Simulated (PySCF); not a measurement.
# MoO₂F₂: relaxation and vibrations of the singlet

The task is one start of a wider search on MoO₂F₂: the singlet, built as square planar (ligand arrangement 1). It is relaxed, tested by its Hessian and followed downhill if it is a saddle.

Computed with PySCF 2.14.0. Level: PBE, basis Mo def2-SVP with ECP28, O def2-SVP, F def2-SVP, scalar-relativistic core potentials, no spin–orbit coupling, density fitting.

### Step 1. The system as given

5 atoms, charge 0, spin multiplicity 1.

Bond lengths: Mo1–O2 1.780 Å, Mo1–O3 1.780 Å, Mo1–F4 2.020 Å, Mo1–F5 2.020 Å. Angles: O2–Mo1–O3 90.0°, O2–Mo1–F4 180.0°, O2–Mo1–F5 90.0°, O3–Mo1–F4 90.0°, O3–Mo1–F5 180.0°, F4–Mo1–F5 90.0°.

Z-matrix (Å, degrees; charge 0 multiplicity 1):
```
Mo
O  1 1.7800
O  1 1.7800 2 90.00
F  1 2.0200 3 90.00 2 180.00
F  1 2.0200 2 90.00 3 180.00
```

### Step 2. Relaxing the singlet from the square planar (ligand arrangement 1) start

The steps below are one call of a driver around PySCF. For each, scf.py gives the equivalent set-up of the SCF; relaxations use the driver's own optimiser. Before each start the driver seeks the lowest SCF state from one or more starting densities and follows internal instabilities, so scf.py alone need not reach the same state.

The program finds C2v symmetry in the start, which this walk keeps. The walk stops when the largest gradient is under 0.0003 Eh/bohr and the energy has settled too.

The input, scf.py:

```python
from pyscf import gto, scf, dft
mol = gto.M(atom='''
Mo    -0.059001    -0.059001     0.000000
O     -1.839001    -0.059001     0.000000
O     -0.059001    -1.839001     0.000000
F      1.960999    -0.059001    -0.000000
F     -0.059001     1.960999     0.000000''',
    basis={'Mo': 'def2-SVP', 'O': 'def2-SVP', 'F': 'def2-SVP'},
    ecp={'Mo': 'def2-SVP'},
    charge=0, spin=0)
mf = dft.RKS(mol, xc='PBE')
mf.grids.atom_grid = (50, 194)
aux = {'Mo': 'def2-universal-JKFIT', 'O': 'def2-universal-JKFIT', 'F': 'def2-universal-JKFIT'}
mf = mf.density_fit(auxbasis=aux)
mf.kernel()
```

After this run come: Hessian and properties; Leaving the saddle point; Hessian and properties.

**Question.** What will these runs give? Wanted: minimum; geometry; wavenumbers; dipole moment; highest occupied, lowest empty level; polar-tensor charge of Mo1; zero-point energy; atomisation energy.

As calculated:

```
                                 quantity                                                                                       value
                                  minimum                                                                                singlet, C2v
                                 geometry      Mo–F 1.852 Å (×2), Mo–O 1.687 Å (×2); F–Mo–F 112.7°, F–Mo–O 109.4° (×4), O–Mo–O 106.4°
                       wavenumbers (cm⁻¹)  170 (a1), 228 (b2), 267 (b1), 316 (a2), 361 (a1), 693 (a1), 720 (b1), 1011 (b2), 1027 (a1)
                            dipole moment                                                                                      1.10 D
     highest occupied, lowest empty level                                                                             -8.30, -4.10 eV
               polar-tensor charge of Mo1                                                                                     +2.25 e
                        zero-point energy                                                                                 28.7 kJ/mol
                      entropy at 298.15 K                                                                             316.1 J/(mol K)
atomisation energy (no zero-point energy)                                                                                 2530 kJ/mol
```

**Reading.** From C2v at the start the molecule goes to a C2v minimum, after a first stop at a second-order saddle point 350.2 kJ/mol higher, from which it was pushed off along an imaginary mode. In the infrared the band at 1011 cm⁻¹ (b2, stretch) leads. Other starts or spin states, not run here, may lie lower.
